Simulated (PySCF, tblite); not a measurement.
# C₆H₁₃NSi: geometry, infrared bands and NMR shifts

Wanted: the infrared bands and NMR shifts of C₆H₁₃NSi (`C=C[C@H](C)N([SiH3])C=C`), by calculation.

Programs: tblite 0.8.0 and PySCF 2.14.0, with density-fitted response routines of our own. Each step states its level of theory. These are calculated values for one molecule in the gas phase, unless marked as measured. Atoms count from 0, in the outputs and in this text.

### Step 1. Starting geometry

21 atoms, charge 0, multiplicity 1; geometry from: force field or distance geometry start.

Bonds of the start (Å): C0–C1 1.35, C1–C2 1.51, C2–C3 1.54, C2–N4 1.50, N4–Si5 1.73, N4–C6 1.41, C6–C7 1.33, C0–H8 1.09, C0–H9 1.07, C1–H10 1.10, C2–H11 1.10, C3–H12 1.10, C3–H13 1.09, C3–H14 1.09, Si5–H15 1.47, Si5–H16 1.48, Si5–H17 1.49, C6–H18 1.09, C7–H19 1.09, C7–H20 1.09.

### Step 2. Optimising the geometry with GFN2-xTB

Job settings and geometry (Å):

```
{"job": {"kind": "relax", "xc": "GFN2-xTB", "basis": "xTB"}, "charge": 0, "multiplicity": 1}
C      2.506900     0.644000     1.198800
C      1.302600     0.038700     1.259700
C      0.591900    -0.732000     0.177400
C      1.318200    -0.810000    -1.181100
N     -0.771700    -0.122600    -0.006200
Si    -2.042800    -1.269300     0.212200
C     -0.888300     1.220800    -0.404700
C     -1.961500     1.966300    -0.662900
H      2.905700     1.160100     2.067400
H      3.091400     0.660700     0.299100
H      0.770600     0.072200     2.216400
H      0.517300    -1.764600     0.550800
H      2.277100    -1.325100    -1.046100
H      1.515100     0.167700    -1.612000
H      0.726200    -1.379300    -1.896900
H     -1.942400    -2.264000    -0.865800
H     -3.363500    -0.603100     0.213000
H     -1.809800    -1.947100     1.516100
H      0.078300     1.716000    -0.482500
H     -2.973300     1.579100    -0.603100
H     -1.857100     3.008500    -0.950000
```

Command:

```sh
$ OMP_NUM_THREADS=1 python probes_run.py task.json out
```

The driver reads the jobs from task.json and runs them one after another.

**Question.** This job is followed by: GFN2-xTB harmonic vibrations, gas phase; GIAO PBE0/pcSseg-1 NMR shielding, non-relativistic, gas phase. Predict these results of the whole session: strongest single infrared mode (GFN2-xTB); zero-point energy (GFN2-xTB); ¹³C shifts against TMS (PBE0/pcSseg-1); ¹H shifts against TMS (PBE0/pcSseg-1, means over atoms taken as alike); ¹⁵N shifts against NH3 (PBE0/pcSseg-1); ²⁹Si shifts against TMS (PBE0/pcSseg-1); surface potential, 1st and 99th percentile.

As calculated:

| quantity | value |
| --- | --- |
| strongest single infrared mode (GFN2-xTB) | 822 cm⁻¹, 424 km/mol |
| zero-point energy (GFN2-xTB) | 106.2 kcal/mol |
| ¹³C shifts against TMS (PBE0/pcSseg-1) | 153.5, 145.9, 121.7, 90.2, 61.1, 21.0 ppm |
| ¹H shifts against TMS (PBE0/pcSseg-1, means over atoms taken as alike) | 6.42, 6.30, 5.53, 5.39, 4.73, 4.20, 4.04, 3.75, 1.25 ppm |
| ¹⁵N shifts against NH3 (PBE0/pcSseg-1) | 85.9 ppm |
| ²⁹Si shifts against TMS (PBE0/pcSseg-1) | -53.1 ppm |
| surface potential, 1st and 99th percentile | -0.95 V and 1.01 V |

What this shows: Over 141 steps the energy fell by 0.265 eV; of the close pairs, C2–N4 changed most, 1.505 to 1.458 Å. No mode is imaginary among the 57: a minimum at this level. The strongest single mode, at 822 cm⁻¹, is spread over several atoms, H17, H15, H16, Si5 among them. GFN2-xTB is a fitted tight-binding method: band positions and strengths are rough. Its intensities can rank the bands wrongly.
